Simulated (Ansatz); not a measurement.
**ZnAu: energy and pressure over a range of volumes**

Aim: scale the cell of ZnAu up and down at fixed shape and fractional positions, and get the equilibrium volume and bulk modulus with LAPW, PAW and all-electron datasets made for the crystal.

Program: Ansatz 0.2.0. Level of theory: DFT PBEsol, scalar-relativistic. These are calculated values, not measurements.

## 1. The starting structure

Symmetry: Pm-3m, No. 221, cubic system. Conventional cell: a = 3.147 Å, b = 3.147 Å, c = 3.147 Å, α = 90.00°, β = 90.00°, γ = 90.00°. Zn (site symmetry m-3m) has 8 Au at 2.73 Å as nearest neighbours. Au (site symmetry m-3m) has 8 Zn at 2.73 Å as nearest neighbours.

As a file:

```xyz
2
Lattice="3.1470 0.0000 0.0000 0.0000 3.1470 0.0000 0.0000 0.0000 3.1470" Properties=species:S:1:pos:R:3 pbc="T T T"
Zn    1.5735    1.5735    1.5735
Au    0.0000    0.0000    0.0000
```

Atoms are numbered in the order of the input: Zn1, Au2.

## 2. Volume × 0.96, LAPW

input.yaml reads:

```yaml
crystal:
  lattice:
    - [3.1044677592, 0.0, 0.0]
    - [0.0, 3.1044677592, 0.0]
    - [0.0, 0.0, 3.1044677592]
  atoms:
    - { symbol: Zn, position: [0.5, 0.5, 0.5] }
    - { symbol: Au, position: [0.0, 0.0, 0.0] }
kpoints:
  mp_grid: { grid: [13, 13, 13] }
  band_path:
    path:
      - [0.0, 0.0, 0.0]
      - [0.0, 0.5, 0.0]
      - [0.5, 0.5, 0.0]
      - [0.0, 0.0, 0.0]
      - [0.5, 0.5, 0.5]
      - [0.0, 0.5, 0.0]
      - [0.5, 0.5, 0.5]
      - [0.5, 0.5, 0.0]
    npoints: 5
scf:
  occupations: { method: fermi_dirac, width: 0.05 }
hamiltonian:
  xc: pbesol
  pseudopotentials: { kind: all_electron, lapw: { basis_error: 0.0005 } }
output:
  forces: true
  stress: true
  eigenvalues: true
```

Run with:

```sh
ansatz run input.yaml --threads 1 --pin off --max-ram 3072MiB --backend cpu --events-out ev --progress --plain --runs-dir out
```

## 3. Volume × 0.96, PAW

input.yaml reads:

```yaml
crystal:
  lattice:
    - [3.1044677592, 0.0, 0.0]
    - [0.0, 3.1044677592, 0.0]
    - [0.0, 0.0, 3.1044677592]
  atoms:
    - { symbol: Zn, position: [0.5, 0.5, 0.5] }
    - { symbol: Au, position: [0.0, 0.0, 0.0] }
kpoints:
  mp_grid: { grid: [13, 13, 13] }
scf:
  occupations: { method: fermi_dirac, width: 0.05 }
hamiltonian:
  xc: pbesol
  pseudopotentials: { kind: paw }
output:
  forces: true
  stress: true
  eigenvalues: true
  efg: { contact_densities: true }
```

## 4. Volume × 0.96, crystal datasets

Edit input.yaml of step 3 so:

```diff
@@ -14,3 +14,3 @@
   xc: pbesol
-  pseudopotentials: { kind: paw }
+  pseudopotentials: { kind: all_electron, datasets: crystal }
 output:
```

## 5. Volume × 0.99, LAPW

input.yaml reads:

```yaml
crystal:
  lattice:
    - [3.1364748378, 0.0, 0.0]
    - [0.0, 3.1364748378, 0.0]
    - [0.0, 0.0, 3.1364748378]
  atoms:
    - { symbol: Zn, position: [0.5, 0.5, 0.5] }
    - { symbol: Au, position: [0.0, 0.0, 0.0] }
kpoints:
  mp_grid: { grid: [13, 13, 13] }
  band_path:
    path:
      - [0.0, 0.0, 0.0]
      - [0.0, 0.5, 0.0]
      - [0.5, 0.5, 0.0]
      - [0.0, 0.0, 0.0]
      - [0.5, 0.5, 0.5]
      - [0.0, 0.5, 0.0]
      - [0.5, 0.5, 0.5]
      - [0.5, 0.5, 0.0]
    npoints: 5
scf:
  occupations: { method: fermi_dirac, width: 0.05 }
hamiltonian:
  xc: pbesol
  pseudopotentials: { kind: all_electron, lapw: { basis_error: 0.0005 } }
output:
  forces: true
  stress: true
  eigenvalues: true
```

## 6. Volume × 0.99, PAW

input.yaml reads:

```yaml
crystal:
  lattice:
    - [3.1364748378, 0.0, 0.0]
    - [0.0, 3.1364748378, 0.0]
    - [0.0, 0.0, 3.1364748378]
  atoms:
    - { symbol: Zn, position: [0.5, 0.5, 0.5] }
    - { symbol: Au, position: [0.0, 0.0, 0.0] }
kpoints:
  mp_grid: { grid: [13, 13, 13] }
scf:
  occupations: { method: fermi_dirac, width: 0.05 }
hamiltonian:
  xc: pbesol
  pseudopotentials: { kind: paw }
output:
  forces: true
  stress: true
  eigenvalues: true
  efg: { contact_densities: true }
```

## 7. Volume × 0.99, crystal datasets

Edit input.yaml of step 6 so:

```diff
@@ -14,3 +14,3 @@
   xc: pbesol
-  pseudopotentials: { kind: paw }
+  pseudopotentials: { kind: all_electron, datasets: crystal }
 output:
```

## 8. Volume × 1.02, LAPW

input.yaml reads:

```yaml
crystal:
  lattice:
    - [3.167841667, 0.0, 0.0]
    - [0.0, 3.167841667, 0.0]
    - [0.0, 0.0, 3.167841667]
  atoms:
    - { symbol: Zn, position: [0.5, 0.5, 0.5] }
    - { symbol: Au, position: [0.0, 0.0, 0.0] }
kpoints:
  mp_grid: { grid: [13, 13, 13] }
  band_path:
    path:
      - [0.0, 0.0, 0.0]
      - [0.0, 0.5, 0.0]
      - [0.5, 0.5, 0.0]
      - [0.0, 0.0, 0.0]
      - [0.5, 0.5, 0.5]
      - [0.0, 0.5, 0.0]
      - [0.5, 0.5, 0.5]
      - [0.5, 0.5, 0.0]
    npoints: 5
scf:
  occupations: { method: fermi_dirac, width: 0.05 }
hamiltonian:
  xc: pbesol
  pseudopotentials: { kind: all_electron, lapw: { basis_error: 0.0005 } }
output:
  forces: true
  stress: true
  eigenvalues: true
```

## 9. Volume × 1.02, PAW

input.yaml reads:

```yaml
crystal:
  lattice:
    - [3.167841667, 0.0, 0.0]
    - [0.0, 3.167841667, 0.0]
    - [0.0, 0.0, 3.167841667]
  atoms:
    - { symbol: Zn, position: [0.5, 0.5, 0.5] }
    - { symbol: Au, position: [0.0, 0.0, 0.0] }
kpoints:
  mp_grid: { grid: [13, 13, 13] }
scf:
  occupations: { method: fermi_dirac, width: 0.05 }
hamiltonian:
  xc: pbesol
  pseudopotentials: { kind: paw }
output:
  forces: true
  stress: true
  eigenvalues: true
  efg: { contact_densities: true }
  write_density: true
  write_potential: true
  elf: true
  volumetric_format: npy
```

## 10. Volume × 1.02, crystal datasets

Edit input.yaml of step 9 so:

```diff
@@ -14,3 +14,3 @@
   xc: pbesol
-  pseudopotentials: { kind: paw }
+  pseudopotentials: { kind: all_electron, datasets: crystal }
 output:
@@ -20,5 +20 @@
   efg: { contact_densities: true }
-  write_density: true
-  write_potential: true
-  elf: true
-  volumetric_format: npy
```

## 11. Volume × 1.06, LAPW

input.yaml reads:

```yaml
crystal:
  lattice:
    - [3.2087215522, 0.0, 0.0]
    - [0.0, 3.2087215522, 0.0]
    - [0.0, 0.0, 3.2087215522]
  atoms:
    - { symbol: Zn, position: [0.5, 0.5, 0.5] }
    - { symbol: Au, position: [0.0, 0.0, 0.0] }
kpoints:
  mp_grid: { grid: [13, 13, 13] }
  band_path:
    path:
      - [0.0, 0.0, 0.0]
      - [0.0, 0.5, 0.0]
      - [0.5, 0.5, 0.0]
      - [0.0, 0.0, 0.0]
      - [0.5, 0.5, 0.5]
      - [0.0, 0.5, 0.0]
      - [0.5, 0.5, 0.5]
      - [0.5, 0.5, 0.0]
    npoints: 5
scf:
  occupations: { method: fermi_dirac, width: 0.05 }
hamiltonian:
  xc: pbesol
  pseudopotentials: { kind: all_electron, lapw: { basis_error: 0.0005 } }
output:
  forces: true
  stress: true
  eigenvalues: true
```

## 12. Volume × 1.06, PAW

input.yaml reads:

```yaml
crystal:
  lattice:
    - [3.2087215522, 0.0, 0.0]
    - [0.0, 3.2087215522, 0.0]
    - [0.0, 0.0, 3.2087215522]
  atoms:
    - { symbol: Zn, position: [0.5, 0.5, 0.5] }
    - { symbol: Au, position: [0.0, 0.0, 0.0] }
kpoints:
  mp_grid: { grid: [13, 13, 13] }
scf:
  occupations: { method: fermi_dirac, width: 0.05 }
hamiltonian:
  xc: pbesol
  pseudopotentials: { kind: paw }
output:
  forces: true
  stress: true
  eigenvalues: true
  efg: { contact_densities: true }
```

## 13. Volume × 1.06, crystal datasets

Edit input.yaml of step 12 so:

```diff
@@ -14,3 +14,3 @@
   xc: pbesol
-  pseudopotentials: { kind: paw }
+  pseudopotentials: { kind: all_electron, datasets: crystal }
 output:
```

(Steps that only read results are left out.)

Before running it: what results should come out? Wanted: equilibrium volume; bulk modulus (for each run or level that gives them).

The runs gave:

| quantity | value |
| --- | --- |
| equilibrium volume (LAPW) | 15.311 Å³/atom |
| bulk modulus (LAPW) | 143 GPa |
| its pressure derivative (LAPW) | 5.4 |
| equilibrium volume (PAW) | 15.310 Å³/atom |
| bulk modulus (PAW) | 143 GPa |
| its pressure derivative (PAW) | 5.4 |
| equilibrium volume (crystal datasets) | 15.311 Å³/atom |
| bulk modulus (crystal datasets) | 143 GPa |
| its pressure derivative (crystal datasets) | 5.4 |

In words: A third-order Birch-Murnaghan fit to the LAPW pressures puts zero pressure at 15.31 Å³/atom, -1.7 % from the given cell, with a bulk modulus of 143 GPa. PAW's volume lies less than 0.01 % and its modulus +0.2 % from LAPW's. No thermal or zero-point expansion is included. Spin-orbit coupling is left out, though the cell holds Au; in elements this heavy it can shift bands and gaps by tenths of an eV.
